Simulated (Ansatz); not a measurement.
**B2W (P6/mmm): convergence test of the plane-wave cutoff**

How high a cutoff does B2W (P6/mmm) need? Aim: a convergence test of the plane-wave cutoff, for B2W (P6/mmm), run from a script.

All numbers are computed with the Python package of Ansatz 0.2.0. Level of theory: DFT r2SCAN, plane waves, PAW.

**1. The system**

It takes space group P6/mmm (No. 191, hexagonal). Conventional cell: a = 3.020 Å, b = 3.020 Å, c = 3.050 Å, α = 90.00°, β = 90.00°, γ = 120.00°. B (site symmetry -6m2) is surrounded by 3 B at 1.74 Å and 6 W at 2.32 Å. W (site symmetry 6/mmm) has 12 B at 2.32 Å as nearest neighbours.

b2w.vasp, read by the script:

```text
B2W
1.0
   3.02000000    0.00000000    0.00000000
  -1.51000000    2.61539672    0.00000000
   0.00000000    0.00000000    3.05000000
B W
2 1
Direct
   0.33333333    0.66666667    0.50000000
   0.66666667    0.33333333    0.50000000
   0.00000000    0.00000000    0.00000000
```

**2. Script**

ecut.py

```python
import ansatz as az
from ase.io import read

OCCUPATIONS = "gaussian"
K_DENSITY = 4.5

atoms = read("b2w.vasp", format="vasp")
b2w = az.Crystal.from_ase(atoms)

calculation = (
    b2w.calculation()
    .occupations(OCCUPATIONS)
    .kpoints(density=K_DENSITY)
    .functional(az.Functional.R2SCAN)
    .stress()
)

rows = []
for value in [250, 350, 450, 550, 650, 750]:
    report = calculation.basis(value).run(threads=1).report
    rows.append((value, report["free_energy_ev"] / len(report["lattice"]["sites"]), report["n_iterations"], sum(report["stress_gpa"][i][i] for i in range(3)) / 3, report["n_pw"]))

print(" cutoff (eV)   F/atom (eV)    iterations       P (GPa)   plane waves")
for row in rows:
    print(f"{str(row[0]):>12s}  {row[1]:12.5f}  {row[2]:12d}  {row[3]:12.3f}  {row[4]:12d}")

for row in rows[:-1]:
    shift = 1000 * (row[1] - rows[-1][1])
    print(f"{row[0]}: {shift:+.2f} meV/atom" + ("  (within 2 meV)" if abs(shift) < 2 else ""))
```

**3. The calls as engine input**

The engine receives this input (first run):

```yaml
crystal:
  lattice:
    - [3.02, 0.0, 0.0]
    - [-1.51, 2.61539672, 0.0]
    - [0.0, 0.0, 3.05]
  atoms:
    - { symbol: B, position: [0.33333333000000004, 0.66666667, 0.5] }
    - { symbol: B, position: [0.6666666700000001, 0.33333333, 0.5] }
    - { symbol: W, position: [0.0, 0.0, 0.0] }
basis:
  ecutwfc: 250.0
kpoints:
  mp_grid:
    kspacing: 0.2222222222222222
hamiltonian:
  xc: r2scan
scf:
  occupations:
    method: gaussian
output:
  stress: true
```

**4. The run**

Run with:

```console
> python ecut.py
```

Log:

```text
DeckWarning: basis.ecutwfc = 250 eV is below the records' recommended 500 eV, and the density's cutoff is lower with it unless basis.ecutrho_ratio is high enough to keep the records' density cutoff: compare with a run at a higher cutoff
DeckWarning: basis.ecutwfc = 350 eV is below the records' recommended 500 eV, and the density's cutoff is lower with it unless basis.ecutrho_ratio is high enough to keep the records' density cutoff: compare with a run at a higher cutoff
DeckWarning: basis.ecutwfc = 450 eV is below the records' recommended 500 eV, and the density's cutoff is lower with it unless basis.ecutrho_ratio is high enough to keep the records' density cutoff: compare with a run at a higher cutoff
 cutoff (eV)   F/atom (eV)    iterations       P (GPa)   plane waves
         250   -3569.80321             7        33.550           211
         350   -3570.08434             6        32.968           363
         450   -3570.09504             6        32.754           527
         550   -3570.09623             6        32.772           701
         650   -3570.09693             6        32.770           901
         750   -3570.09753             6        32.761          1141
250: +294.32 meV/atom
350: +13.19 meV/atom
450: +2.49 meV/atom
550: +1.30 meV/atom  (within 2 meV)
650: +0.60 meV/atom  (within 2 meV)
```

(Warnings from the package without file and line.)

It took 21 s on 1 thread of Arm Neoverse V2, shared host; peak memory 0.51 GiB.

**5. Inputs of later runs**

The engine's inputs for some of the other runs:

Run 2, against run 1:

```diff
@@ -11 +11 @@
-  ecutwfc: 250.0
+  ecutwfc: 350.0
```

Run 3, against run 1:

```diff
@@ -11 +11 @@
-  ecutwfc: 250.0
+  ecutwfc: 450.0
```

Run 4, against run 1:

```diff
@@ -11 +11 @@
-  ecutwfc: 250.0
+  ecutwfc: 550.0
```

**6. What each run gave**

One row for each of the 6 runs:

| run | cutoff (eV) | energy from run 6 (meV/atom) | pressure (GPa) | SCF cycles | CPU time (s) |
| --- | --- | --- | --- | --- | --- |
| 1 | 250 | 294.32 | 33.55 | 7 | 1.5 |
| 2 | 350 | 13.19 | 32.97 | 6 | 1.8 |
| 3 | 450 | 2.49 | 32.75 | 6 | 2.8 |
| 4 | 550 | 1.30 | 32.77 | 6 | 3.5 |
| 5 | 650 | 0.60 | 32.77 | 6 | 4.7 |
| 6 | 750 | 0.00 | 32.76 | 6 | 5.5 |

Energies are free energies F = E - TS of the smeared occupations. 

**7. Summary of results**

| quantity | value |
| --- | --- |
| runs compared | 6 |
| last run but one, from the last | +0.60 meV/atom |
| within 5 meV/atom of the last run from | 450 |

In words: Runs 1, 2, 3: each has a cutoff under the recommended one, so what rests on them isn't a property of the system. From 550 eV on it stays within 2 meV an atom of the value at 750 eV; the first row (250 eV) is off by 294.3 meV and the last but one by 0.60 meV. The energy falls steadily, as expected when plane waves are added. The pressure moves from 33.55 to 32.76 GPa (the program's stress holds a Pulay correction, so it settles early). Caveats:
- Spin is left out of this run.
- Pressure is positive in compression.
- Spin-orbit coupling, which matters for elements this heavy, is left out.
- Shifts are counted from the last row, which is itself no proven limit.
